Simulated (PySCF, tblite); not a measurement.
**C₇H₁₃FSSi: geometry, infrared bands and NMR shifts**

Aim: predict the infrared bands and NMR shifts of C₇H₁₃FSSi (`C=CC[C@](C)([SiH3])C(=S)CF`).

Computed with tblite 0.8.0 and PySCF 2.14.0, with density-fitted response routines of our own, on a single molecule in the gas phase. Atoms are numbered from 0 throughout.

### 1 The molecule as given

23 atoms, charge 0, multiplicity 1; geometry from: force field or distance geometry start.

Bonds of the start (Å): C0–C1 1.35, C1–C2 1.50, C2–C3 1.56, C3–C4 1.55, C3–Si5 2.02, C3–C6 1.57, C6–S7 1.70, C6–C8 1.53, C8–F9 1.36, C0–H10 1.09, C0–H11 1.08, C1–H12 1.10, C2–H13 1.11, C2–H14 1.08, C4–H15 1.10, C4–H16 1.10, C4–H17 1.09, Si5–H18 1.49, Si5–H19 1.48, Si5–H20 1.47, C8–H21 1.09, C8–H22 1.10.

### 2 Optimising the geometry with GFN2-xTB

What the job is given:

```
{"job": {"kind": "relax", "xc": "GFN2-xTB", "basis": "xTB"}, "charge": 0, "multiplicity": 1}
C     -2.186100    -1.702900     1.101000
C     -1.870400    -0.472700     0.656700
C     -0.974500    -0.217800    -0.524100
C      0.272700     0.673600    -0.233800
C     -0.200800     2.084300     0.214600
Si     1.294800     0.900200    -1.956100
C      1.236900    -0.028800     0.790800
S      2.047700     0.818000     2.026500
C      1.473500    -1.538300     0.711000
F      1.461500    -1.990200    -0.568300
H     -2.857100    -1.827500     1.954400
H     -1.836000    -2.604300     0.617600
H     -2.295300     0.385500     1.189000
H     -1.602500     0.285300    -1.285000
H     -0.694000    -1.159200    -0.981800
H     -0.675300     2.073500     1.207400
H     -0.930800     2.496600    -0.497900
H      0.626700     2.798600     0.253100
H      2.561800     1.626600    -1.653500
H      0.456300     1.706800    -2.863600
H      1.569900    -0.413300    -2.563200
H      0.678800    -2.056600     1.256300
H      2.437500    -1.810500     1.158800
```

Command:

```
> OMP_NUM_THREADS=1 python probes_run.py task.json out
```

The driver reads the jobs from task.json and runs them one after another.

**Question.** This job is followed by: GFN2-xTB harmonic vibrations, gas phase; GIAO PBE0/pcSseg-1 NMR shielding, non-relativistic, gas phase. What will the session give for the following? strongest single infrared mode (GFN2-xTB); zero-point energy (GFN2-xTB); 13C shifts against TMS (PBE0/pcSseg-1); 1H shifts against TMS (PBE0/pcSseg-1, means over atoms taken as alike); 29Si shifts against TMS (PBE0/pcSseg-1); 33S shifts against CS2 (PBE0/pcSseg-1); 19F shifts against CFCl3 (PBE0/pcSseg-1).

As calculated:

```
                                                              quantity                                                     value
                             strongest single infrared mode (GFN2-xTB)                                      746 cm⁻¹, 288 km/mol
                                          zero-point energy (GFN2-xTB)                                            110.1 kcal/mol
                                13C shifts against TMS (PBE0/pcSseg-1)           274.8, 144.1, 124.5, 96.3, 61.2, 43.9, 30.2 ppm
1H shifts against TMS (PBE0/pcSseg-1, means over atoms taken as alike)  6.25, 5.95, 5.91, 5.66, 5.46, 4.07, 3.71, 2.60, 1.79 ppm
                               29Si shifts against TMS (PBE0/pcSseg-1)                                                 -29.9 ppm
                                33S shifts against CS2 (PBE0/pcSseg-1)                                                   893 ppm
                              19F shifts against CFCl3 (PBE0/pcSseg-1)                                                -212.7 ppm
```

Over 83 steps the energy fell by 0.447 eV; of the close pairs, C3–C6 changed most, 1.573 to 1.467 Å. No mode is imaginary among the 63: a minimum at this level. The strongest single mode, at 746 cm⁻¹, has its largest shares on C3, H20 and H18 (the list is cut at 3 atoms). Unscaled tight-binding wavenumbers are off by several per cent, some by more. Its intensities can rank the bands wrongly. C6 (thiocarbonyl carbon) lies farthest downfield among carbon, at 274.8 ppm; the small n→π* gap of C=S deshields it strongly. H12 (hydrogen on an alkene CH) lies farthest downfield among hydrogen, at 6.25 ppm; olefinic region. At PBE0/pcSseg-1: The widest tensor belongs to S7: span 2232 ppm, with a paramagnetic part of -1448 ppm.
